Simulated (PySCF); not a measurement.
# C6H12BPS: the cost of one run

Computed with PySCF 2.14.0 and routines of our own; the level stands in each step. Atoms count from 0.

### 1 The system as given

21 atoms, charge 0, multiplicity 1; geometry from: GFN2-xTB.

### 2 Vibronic structure: TDDFT PBE/def2-SV(P)

The job: settings as JSON, then the geometry in Å.

```
{"job": {"kind": "vib", "xc": "PBE", "basis": "def2-SV(P)", "tda": false}, "charge": 0, "multiplicity": 1}
C      3.811764    -0.232169     0.069719
C      3.071960    -0.841989    -0.842565
S      1.376351    -0.617336    -1.206796
C      0.856394     0.670026    -0.002910
B     -0.713292     0.864694     0.054910
P     -1.388391     2.624767    -0.005652
C     -1.680344    -0.350298     0.088380
C     -1.356043    -1.497615     0.690415
C     -3.040568    -0.195559    -0.537742
H      4.851737    -0.482813     0.184532
H      3.431358     0.526080     0.731123
H      3.484136    -1.596839    -1.494975
H      1.404246     1.579649    -0.259422
H      1.211282     0.320427     0.969728
H     -2.323729     2.552122     1.008952
H     -0.424079     3.260136     0.755930
H     -0.394548    -1.650835     1.150091
H     -2.046506    -2.324117     0.759507
H     -2.932860    -0.041923    -1.611100
H     -3.658715    -1.074933    -0.370578
H     -3.549075     0.680170    -0.132019
```

Method: TDDFT PBE/def2-SV(P) vertical-gradient vibronic structure (displaced harmonic oscillators, Condon), gas phase.

Run with:

```sh
OMP_NUM_THREADS=1 python excited_run.py task.json out
```

This one command runs all jobs of the session in turn.

Q: Estimate the wall time and peak memory of this first job on 1 thread of Arm Neoverse N1, shared host.

About 1.8 min, with a peak of 0.83 GiB.
